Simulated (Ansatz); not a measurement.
# CH5ClINSi: a ladder of functionals and wavefunction methods

Aim: compute CH5ClINSi with functionals from several rungs and with coupled cluster, and see how far each lands from CCSD(T) at the basis-set limit for the atomisation energy.

The runs use Ansatz 0.2.0, Gaussian basis; functionals in def2-TZVPP, the program's frozen cores in correlated methods.

Levels to be run: LDA (SPW92), PBE-D4, revPBE-D4, BLYP-D4, r2SCAN-D4, B97M-V, PBE0-D4, B3LYP-D4, r2SCANh-D4, r2SCAN0-D4, HSE06-D4, BHLYP-D4, CAM-B3LYP-D4, LC-ωPBE, ωB97X-V, ωB97M-V, B2PLYP, PBE-QIDH; CCSD(T)/def2-SVP; CCSD(T)/def2-TZVPP; MP2/def2-QZVPP; extrapolation to the limit; RPA on PBE.

## (1) The geometry

The geometry comes from an earlier relaxation with PBE0-D4 in a triple-zeta def2 set; it is a stationary point, not always the lowest conformer. I takes the def2 core potential; no spin-orbit term is included.

10 atoms, charge 0, spin multiplicity 1.

Atoms are counted from 1 here; the program's logs count them from 0.

Bond lengths: N1–C2 1.454 Å, N1–H6 1.011 Å, N1–H7 1.011 Å, C2–Si3 1.873 Å, C2–H8 1.101 Å, C2–H9 1.094 Å, Si3–Cl4 2.054 Å, Si3–I5 2.429 Å, Si3–H10 1.481 Å. Angles: C2–N1–H6 111.5°, C2–N1–H7 111.6°, H6–N1–H7 107.7°, N1–C2–Si3 108.8°, N1–C2–H8 115.8°, N1–C2–H9 109.4°, Si3–C2–H8 109.1°, Si3–C2–H9 106.7°, H8–C2–H9 106.6°, C2–Si3–Cl4 109.0°, C2–Si3–I5 110.7°, C2–Si3–H10 111.8°, Cl4–Si3–I5 110.0°, Cl4–Si3–H10 107.7°, I5–Si3–H10 107.6°.

## (2) LDA

This LDA is Slater exchange with PW92 correlation.

File in.yaml:

```yaml
crystal:
  periodic: [false, false, false]
  atoms:
    - {symbol: N, position_ang: [0.153983, 1.269246, 0.859489]}
    - {symbol: C, position_ang: [-0.598921, 0.110004, 0.408667]}
    - {symbol: Si, position_ang: [0.446446, -0.851830, -0.812484]}
    - {symbol: Cl, position_ang: [-0.467284, -2.649136, -1.202272]}
    - {symbol: I, position_ang: [0.728228, 0.401102, -2.874817]}
    - {symbol: H, position_ang: [0.898176, 1.005275, 1.490885]}
    - {symbol: H, position_ang: [-0.436688, 1.933089, 1.341669]}
    - {symbol: H, position_ang: [-0.947814, -0.572815, 1.199363]}
    - {symbol: H, position_ang: [-1.489065, 0.442870, -0.133096]}
    - {symbol: H, position_ang: [1.796038, -1.139005, -0.274302]}
basis:
  gaussian: {orbitals: def2-TZVPP}
hamiltonian: {xc: lda}
output: {orbitals: {seedname: orbitals}}
```

Further steps of the session: PBE-D4 (GGA); revPBE-D4 (GGA); BLYP-D4 (GGA); r2SCAN-D4 (meta-GGA); B97M-V (meta-GGA); PBE0-D4 (hybrid); B3LYP-D4 (hybrid); r2SCANh-D4 (hybrid); r2SCAN0-D4 (hybrid); HSE06-D4 (hybrid); BHLYP-D4 (hybrid); CAM-B3LYP-D4 (range-separated); LC-ωPBE (range-separated); ωB97X-V (range-separated); ωB97M-V (range-separated); B2PLYP (double hybrid); PBE-QIDH (double hybrid); CCSD(T) in def2-SVP; CCSD(T) in def2-TZVPP; MP2 in def2-QZVPP; RPA on PBE orbitals.

**Question.** What will the summary of the whole plan be? Wanted: atomisation energy, CCSD(T)/CBS; farthest beyond LDA; mean size of error, GGA; mean size of error, meta-GGA; mean size of error, hybrid; mean size of error, range-separated; mean size of error, double hybrid; gap, smallest and largest; T1 diagnostic.

As calculated:

| quantity | value |
| --- | --- |
| atomisation energy, CCSD(T)/CBS | 34.530 eV |
| functionals within 0.345 eV (1.0 %) | revPBE-D4, r2SCAN-D4, B97M-V, PBE0-D4, B3LYP-D4, r2SCANh-D4, HSE06-D4, CAM-B3LYP-D4, ωB97X-V, ωB97M-V, PBE-QIDH |
| farthest beyond LDA | BHLYP-D4 (-1.094 eV) |
| mean size of error, GGA | 0.400 eV |
| mean size of error, meta-GGA | 0.112 eV |
| mean size of error, hybrid | 0.374 eV |
| mean size of error, range-separated | 0.175 eV |
| mean size of error, double hybrid | 0.497 eV |
| gap, smallest and largest | 4.34 eV (LDA (SPW92)), 11.63 eV (LC-ωPBE) |
| T1 diagnostic | 0.0087 |
| triples share of the correlation energy | 3.3 % |

**Reading.** LDA overbinds by 4.842 eV (14 %). PBE-D4 misses by +0.497 eV. Double hybrids carry the basis error of their MP2 part in triple zeta, and no dispersion term here, so their miss is partly the set-up's. The rungs meta-GGA, range-separated miss on average by less than the doubt on the reference (0.345 eV), so they tie. The reference freezes the cores and leaves out spin-orbit coupling and excitations past (T), and its outer-core shells are covered unevenly, so misses under about 0.345 eV can't be ranked. All levels share the lack of spin-orbit coupling, which lowers the free heavy atoms and so the true binding. Hartree-Fock recovers 71 % of the binding; the rest is correlation. CCSD(T) in def2-SVP is off by -2.754 eV, which most functionals beat. Orbital gaps span 4.3 to 11.6 eV; exact exchange widens them. Correlated methods include outer-core shells of I, which these sets cover unevenly.
